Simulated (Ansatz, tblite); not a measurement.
**The cluster Si₇Au: rung by rung**

One table from this session's results is given with a row withheld; the runs are named, their logs left out.

Method: as each input shows; program: Ansatz 0.2.0, Gaussian basis.

Plan: GFN1-xTB, GFN2-xTB, PBE-D4/def2-TZVP, r2SCAN-D4/def2-TZVP, CAM-B3LYP-D4/def2-TZVP, ωB97M-V/def2-TZVP, PBE-D4/def2-SVP, PBE0-D4/def2-SVP, MP2/def2-TZVP.

2 further runs of the same task are left out: 2 set aside as unsound or not needed.

## The structure

The geometry is that of the doublet, from an earlier relaxation (PBE0-D4/def2-SVP). At that level it is the lowest of the isomers that a small search found.

8 atoms, charge 0, spin multiplicity 2.

Bond lengths: Au1–Si4 2.520 Å, Au1–Si7 2.503 Å, Au1–Si8 2.523 Å, Si2–Si3 2.474 Å, Si2–Si7 2.416 Å, Si2–Si8 2.385 Å, Si3–Si5 2.379 Å, Si3–Si6 2.477 Å, Si4–Si5 2.414 Å, Si4–Si6 2.385 Å, Si5–Si8 2.413 Å, Si6–Si7 2.414 Å. Angles: Si4–Au1–Si7 77.8°, Si4–Au1–Si8 74.7°, Si7–Au1–Si8 77.8°, Si3–Si2–Si7 69.7°, Si3–Si2–Si8 61.4°, Si7–Si2–Si8 82.2°, Si2–Si3–Si5 115.1°, Si2–Si3–Si6 105.1°, Si5–Si3–Si6 114.9°, Au1–Si4–Si5 99.1° and more.

Au takes a core potential in the def2 sets. No spin-orbit coupling is included.

PBE0-D4/def2-TZVP was run before; its log isn't repeated, and its numbers join the tables.

Set-up of the first run:

Tight binding, by tblite at 300 K electronic temperature and without a spin-polarisation term:

```python
tblite.interface.Calculator('GFN1-xTB', numbers, positions, charge=0, uhf=1).singlepoint()
```

Tight binding, by tblite at 300 K electronic temperature and without a spin-polarisation term:

```python
tblite.interface.Calculator('GFN2-xTB', numbers, positions, charge=0, uhf=1).singlepoint()
```

start.molden holds the orbitals of an earlier run on this state, given as this run's starting guess.

Input file in.yaml:

```yaml
crystal:
  periodic: [false, false, false]
  atoms:
    - {symbol: Au, position_ang: [1.802599, 0.429448, -1.170440]}
    - {symbol: Si, position_ang: [-1.623005, 1.676592, -0.581610]}
    - {symbol: Si, position_ang: [-1.099738, -0.265211, 0.859339]}
    - {symbol: Si, position_ang: [1.112396, -1.338912, 0.487036]}
    - {symbol: Si, position_ang: [0.683204, 0.073071, 2.397857]}
    - {symbol: Si, position_ang: [-0.784047, -2.160584, -0.703470]}
    - {symbol: Si, position_ang: [-0.549491, -0.061531, -1.872150]}
    - {symbol: Si, position_ang: [0.458092, 1.647128, 0.583417]}
basis:
  gaussian: {orbitals: def2-TZVP, initial_orbitals: start.molden}
magnetization: {spin_polarized: true, initial_magnetization: 1}
hamiltonian: {xc: pbe, dispersion: d4}
scf: {omitted_lower_state_checks: [starts]}
output: {orbitals: {seedname: orbitals}}
```

Command:

```sh
ansatz run in.yaml --threads 6 --pin off --events-out ev --progress --plain --max-ram 7833MiB
```

Steps of the session up to this table: PBE-D4/def2-TZVP; r2SCAN-D4/def2-TZVP; CAM-B3LYP-D4/def2-TZVP; ωB97M-V/def2-TZVP; PBE-D4/def2-SVP; PBE0-D4/def2-SVP; MP2/def2-TZVP.

One of the session's tables, all rows but one given; the rest of the session is left out.

It belongs to the step «Binding energy». 

```
                 level  binding an atom (eV)
          HF/def2-TZVP                     ?
       PBE-D4/def2-SVP                 3.493
      PBE-D4/def2-TZVP                 3.558
   r2SCAN-D4/def2-TZVP                 3.432
      PBE0-D4/def2-SVP                 3.320
     PBE0-D4/def2-TZVP                 3.399
CAM-B3LYP-D4/def2-TZVP                 3.018
     ωB97M-V/def2-TZVP                 3.204
         MP2/def2-TZVP                 3.508
```

Estimate the missing values for HF/def2-TZVP.

**Answer.** binding an atom (eV): 1.676. In the column «binding an atom (eV)» it is the lowest.

To keep in mind: Free atoms were run apart at each level; binding is atoms less cluster, divided by the number of atoms, without zero-point or spin-orbit terms.
